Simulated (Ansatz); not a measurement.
# C2H6Cl2Si: up Jacob's ladder to CCSD(T)

The task here is to estimate one member of a computed series from the others.

The runs use Ansatz 0.2.0, Gaussian basis; functionals in def2-TZVPP, the program's frozen cores in correlated methods.

Levels to be run: LDA (SPW92), PBE-D4, revPBE-D4, BLYP-D4, r2SCAN-D4, B97M-V, PBE0-D4, B3LYP-D4, r2SCANh-D4, r2SCAN0-D4, HSE06-D4, BHLYP-D4, CAM-B3LYP-D4, LC-ωPBE, ωB97X-V, ωB97M-V, B2PLYP, PBE-QIDH; CCSD(T)/def2-SVP; CCSD(T)/def2-TZVPP; MP2/def2-QZVPP; extrapolation to the limit; RPA on PBE.

### The relaxed structure

All runs share one geometry, relaxed beforehand with PBE0-D4 in a triple-zeta def2 set.

SMILES `C[Si](C)(Cl)Cl`, 11 atoms, charge 0, spin multiplicity 1.

Atoms are counted from 1 here; the program's logs count them from 0.

Bond lengths: C1–Si2 1.851 Å, C1–H6 1.093 Å, C1–H7 1.091 Å, C1–H8 1.093 Å, Si2–C3 1.851 Å, Si2–Cl4 2.058 Å, Si2–Cl5 2.058 Å, C3–H9 1.093 Å, C3–H10 1.091 Å, C3–H11 1.093 Å. Angles: Si2–C1–H6 110.3°, Si2–C1–H7 110.5°, Si2–C1–H8 110.3°, H6–C1–H7 108.5°, H6–C1–H8 108.7°, H7–C1–H8 108.5°, C1–Si2–C3 114.5°, C1–Si2–Cl4 108.6°, C1–Si2–Cl5 108.6°, C3–Si2–Cl4 108.6°, C3–Si2–Cl5 108.6°, Cl4–Si2–Cl5 107.7°, Si2–C3–H9 110.3°, Si2–C3–H10 110.5°, Si2–C3–H11 110.3°, H9–C3–H10 108.5°, H9–C3–H11 108.7°, H10–C3–H11 108.5°.

Set-up of the first run:

Contents of in.yaml:

```yaml
crystal:
  periodic: [false, false, false]
  atoms:
    - {symbol: C, position_ang: [-1.467869, 0.257201, 0.573451]}
    - {symbol: Si, position_ang: [0.057997, 0.400378, -0.463684]}
    - {symbol: C, position_ang: [1.415697, -0.766983, 0.003571]}
    - {symbol: Cl, position_ang: [-0.449923, 0.064359, -2.429673]}
    - {symbol: Cl, position_ang: [0.769913, 2.326344, -0.322747]}
    - {symbol: H, position_ang: [-1.233688, 0.459249, 1.621465]}
    - {symbol: H, position_ang: [-2.223196, 0.972423, 0.243270]}
    - {symbol: H, position_ang: [-1.885812, -0.749377, 0.495227]}
    - {symbol: H, position_ang: [1.726746, -0.591986, 1.036348]}
    - {symbol: H, position_ang: [2.280789, -0.627536, -0.647003]}
    - {symbol: H, position_ang: [1.074845, -1.800971, -0.089625]}
basis:
  gaussian: {orbitals: def2-TZVPP}
hamiltonian: {xc: lda}
output: {orbitals: {seedname: orbitals}}
```

Launch:

```sh
$ ansatz run in.yaml --threads 4 --pin off --events-out ev --progress --plain --max-ram 10444MiB
```

Steps of the session up to this table: LDA; PBE-D4 (GGA); revPBE-D4 (GGA); BLYP-D4 (GGA); r2SCAN-D4 (meta-GGA); B97M-V (meta-GGA); PBE0-D4 (hybrid); B3LYP-D4 (hybrid); r2SCANh-D4 (hybrid); r2SCAN0-D4 (hybrid); HSE06-D4 (hybrid); BHLYP-D4 (hybrid); CAM-B3LYP-D4 (range-separated); LC-ωPBE (range-separated); ωB97X-V (range-separated); ωB97M-V (range-separated); B2PLYP (double hybrid); PBE-QIDH (double hybrid).

One of the session's tables, all rows but one given; the rest of the session is left out.

It belongs to the step «Orbital energies across the functionals». 

| functional | HOMO (eV) | LUMO (eV) | gap (eV) |
| --- | --- | --- | --- |
| LDA (SPW92) | ? | ? | ? |
| PBE-D4 | -7.28 | -0.02 | 7.26 |
| revPBE-D4 | -7.23 | 0.08 | 7.31 |
| BLYP-D4 | -7.15 | 0.08 | 7.23 |
| r2SCAN-D4 | -7.61 | 0.41 | 8.02 |
| B97M-V | -7.71 | 0.34 | 8.05 |
| PBE0-D4 | -8.62 | 0.94 | 9.57 |
| B3LYP-D4 | -8.39 | 0.62 | 9.01 |
| r2SCANh-D4 | -8.10 | 0.75 | 8.85 |
| r2SCAN0-D4 | -8.84 | 1.26 | 10.10 |
| HSE06-D4 | -8.22 | 0.57 | 8.79 |
| BHLYP-D4 | -9.87 | 1.54 | 11.41 |
| CAM-B3LYP-D4 | -10.01 | 1.71 | 11.72 |
| LC-ωPBE | -11.38 | 3.03 | 14.41 |
| ωB97X-V | -11.02 | 2.79 | 13.81 |
| ωB97M-V | -10.85 | 2.36 | 13.21 |

**Question.** Estimate the row for LDA (SPW92).

**Answer.** HOMO (eV): -7.40; LUMO (eV): -0.26; gap (eV): 7.14. In the column «HOMO (eV)» it lies between r2SCAN-D4 (-7.61) and PBE-D4 (-7.28).
